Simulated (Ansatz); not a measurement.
# C2H4FGaO: up Jacob's ladder to CCSD(T)

Aim: compute C2H4FGaO with functionals from several rungs and with coupled cluster, and see how far each lands from CCSD(T) at the basis-set limit for the atomisation energy.

The runs use Ansatz 0.2.0, Gaussian basis; functionals in def2-TZVPP, the program's frozen cores in correlated methods.

Levels to be run: PBE-D4, r2SCAN-D4, PBE0-D4, B3LYP-D4, ωB97X-V, ωB97M-V, B2PLYP; CCSD(T)/def2-TZVPP; MP2/def2-QZVPP; extrapolation to the limit.

## 1. Structure used throughout

The geometry comes from an earlier relaxation with PBE0-D4 in a triple-zeta def2 set; it is a stationary point, not always the lowest conformer.

9 atoms, charge 0, spin multiplicity 1.

Atoms are counted from 1 here; the program's logs count them from 0.

Bond lengths: F1–C2 1.398 Å, C2–C4 1.506 Å, C2–H6 1.093 Å, C2–H7 1.093 Å, Ga3–O5 1.834 Å, C4–O5 1.389 Å, C4–H8 1.100 Å, C4–H9 1.100 Å. Angles: F1–C2–C4 108.9°, F1–C2–H6 106.8°, F1–C2–H7 107.6°, C4–C2–H6 111.2°, C4–C2–H7 111.9°, H6–C2–H7 110.2°, C2–C4–O5 111.6°, C2–C4–H8 108.9°, C2–C4–H9 107.6°, O5–C4–H8 111.3°, O5–C4–H9 110.5°, H8–C4–H9 106.8°, Ga3–O5–C4 129.8°.

As a file:

```xyz
9
charge 0, multiplicity 1
F     0.1675    0.4271   -1.5856
C     0.1276    0.8637   -0.2578
Ga    1.0009   -2.2168   -1.0535
C    -0.3919   -0.2530    0.6083
O     0.3683   -1.4071    0.4655
H     1.1506    1.1348    0.0172
H    -0.5188    1.7447   -0.2197
H    -1.4474   -0.4367    0.3577
H    -0.3682    0.0969    1.6508
```

## 2. PBE-D4 (GGA)

in.yaml

```yaml
crystal:
  periodic: [false, false, false]
  atoms:
    - {symbol: F, position_ang: [0.167498, 0.427094, -1.585628]}
    - {symbol: C, position_ang: [0.127586, 0.863734, -0.257823]}
    - {symbol: Ga, position_ang: [1.000900, -2.216811, -1.053517]}
    - {symbol: C, position_ang: [-0.391909, -0.252972, 0.608339]}
    - {symbol: O, position_ang: [0.368269, -1.407059, 0.465537]}
    - {symbol: H, position_ang: [1.150602, 1.134761, 0.017167]}
    - {symbol: H, position_ang: [-0.518757, 1.744694, -0.219654]}
    - {symbol: H, position_ang: [-1.447400, -0.436730, 0.357662]}
    - {symbol: H, position_ang: [-0.368188, 0.096889, 1.650817]}
basis:
  gaussian: {orbitals: def2-TZVPP}
hamiltonian: {xc: pbe, dispersion: d4}
output: {forces: true, orbitals: {seedname: orbitals}}
```

On the command line:

```sh
$ ansatz run in.yaml --threads 4 --pin off --events-out ev --progress --plain --max-ram 10444MiB
```

The runs that follow: r2SCAN-D4 (meta-GGA); PBE0-D4 (hybrid); B3LYP-D4 (hybrid); ωB97X-V (range-separated); ωB97M-V (range-separated); B2PLYP (double hybrid); CCSD(T) in def2-TZVPP; MP2 in def2-QZVPP.

Before running them: what should the planned runs give, taken together? Wanted: atomisation energy, CCSD(T)/CBS; farthest; mean size of error, hybrid; mean size of error, range-separated; gap, smallest and largest; T1 diagnostic; triples share of the correlation energy.

**Answer**, as computed:

| quantity | value |
| --- | --- |
| atomisation energy, CCSD(T)/CBS | 809.7 kcal/mol |
| functionals within 8.1 kcal/mol (1.0 %) | r2SCAN-D4, PBE0-D4, B3LYP-D4, ωB97X-V, ωB97M-V |
| farthest | PBE-D4 (+22.0 kcal/mol) |
| mean size of error, hybrid | 1.7 kcal/mol |
| mean size of error, range-separated | 0.1 kcal/mol |
| gap, smallest and largest | 4.03 eV (PBE-D4), 9.96 eV (ωB97X-V) |
| T1 diagnostic | 0.0146 |
| triples share of the correlation energy | 3.7 % |

PBE-D4 misses by +22.0 kcal/mol. Double hybrids carry the basis error of their MP2 part in triple zeta, and no dispersion term here, so their miss is partly the set-up's. Misses under about 8.1 kcal/mol are within the doubt on the reference itself, which lacks core-valence correlation, relativity and higher excitations, and its outer-core shells are covered unevenly. Hartree-Fock recovers 71 % of the binding; the rest is correlation. Orbital gaps span 4.0 to 10.0 eV; exact exchange widens them. Correlated methods include outer-core shells of Ga, which these sets cover unevenly.
